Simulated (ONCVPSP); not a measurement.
# Magnesium: generating and testing an ONCV potential

Aim: build the potential from the settings below, then test how well it stands in for the atom: other configurations, scattering, ghost states and the plane-wave cutoff that it needs.

The numbers are computed with ONCVPSP 4.0.1 (LDA (Perdew-Wang 92), fully relativistic, spin-unpolarised reference atom).

## 1. The design

The settings as typed:

```json
{
 "element": "magnesium (Mg, Z = 12)",
 "type": "optimised norm-conserving Vanderbilt (ONCV)",
 "frozen core": "[He]",
 "valence charge": "10",
 "reference configuration": "2s2 2p6 3s2",
 "partial waves": "2s+3s: rc 1.45 bohr, ncon 4, nbas 9, qcut 8.5 1/bohr, 2 projectors; 2p: rc 0.65 bohr, ncon 3, nbas 6, qcut 19.8 1/bohr, 1 projector; d scattering state at 0.28 Ha: rc 1.55 bohr, ncon 4, nbas 8, qcut 6.3 1/bohr, 2 projectors, debl 3.1 Ha",
 "local potential": "polynomial inside 0.60 bohr (lpopt 3, dvloc0 3 Ha)",
 "core correction": "Teter function fitted to the true core (icmod 2), fcfact 0.35"
}
```

An earlier all-electron run gives the scale for the radii.

All-electron outer shells of the reference configuration (LDA (PZ), scalar-relativistic, ld1.x):

```csv
shell,level (eV),outermost node (bohr),outermost maximum (bohr)
1s,-1253.43,–,0.09
2s,-79.28,0.18,0.55
2p,-46.72,–,0.48
3s,-4.79,0.90,2.53
3p,-1.38,0.96,3.50
```

## 2. The generation run

Mg.dat

```
# ATOM AND REFERENCE CONFIGURATION
# atsym  z   nc   nv     iexc    psfile
  Mg 12.00    1    3  -001012      upf
#
#   n    l    f
    1    0    2.00
    2    0    2.00
    2    1    6.00
    3    0    2.00
#
# PSEUDOPOTENTIAL AND OPTIMIZATION
# lmax
    2
#
#   l,   rc,      ep,       ncon, nbas, qcut
    0    1.45    0.00    4    9    8.50
    1    0.65    0.00    3    6   19.80
    2    1.55    0.28    4    8    6.30
#
# LOCAL POTENTIAL
# lloc, lpopt,  rc(5),   dvloc0
    4    3    0.60    3.00
#
# VANDERBILT-KLEINMAN-BYLANDER PROJECTORs
# l, nproj, debl
    0    2    2.40
    1    1    3.40
    2    2    3.10
#
# MODEL CORE CHARGE
# icmod, fcfact, rcfact
    2    0.35    1.05
#
# LOG DERIVATIVE ANALYSIS
# epsh1, epsh2, depsh
   -4.00    5.00    0.02
#
# OUTPUT GRID
# rlmax, drl
    6.00    0.01
#
# TEST CONFIGURATIONS
# ncnf
    4
# nvcnf
#   n    l    f
    3
    2    0    2.00
    2    1    6.00
    3    0    1.00
#
    3
    2    0    2.00
    2    1    6.00
    3    0    0.00
#
    3
    2    0    2.00
    2    1    6.00
    3    0    1.50
#
    4
    2    0    2.00
    2    1    6.00
    3    0    1.00
    3    1    1.00
#
```

Run with:

```sh
$ oncvpspr.x < Mg.dat > Mg.out
```

Q: Predict the outcome of this session. Wanted: cutoffs for 1 and 0.1 mHa per electron, occupied waves; bound ghosts; GHOST(+) flags; largest test error; largest phase difference near zero energy, channels read; rms error of d²Exc/dn², without and with the model core.

**Answer**, as computed:

| quantity | value |
| --- | --- |
| cutoffs for 1 and 0.1 mHa per electron, occupied waves | 144 Ha and 167 Ha |
| bound ghosts | none found |
| GHOST(+) flags | none at low energy |
| largest test error (AE − PS) | -3.4 meV, for 2s2 2p6 3s1 3p1 |
| largest phase difference near zero energy, channels read | 0.002 rad |
| rms error of d²Exc/dn², without and with the model core | 12.50 and 10.42 mHa |

In words: The worst unpolarised test, 2s2 2p6 3s1 3p1, is off by 3.4 meV on 3.5 eV; by total energies transferability rates as very good. It counts as very hard, with 144 Ha needed at the looser tolerance. At the looser tolerance the 2p wave is the slowest; 2s needs 22 Ha. It is free of bound ghosts as far as tested. Near zero energy the phases of the channels with partial waves agree within 0.002 rad.
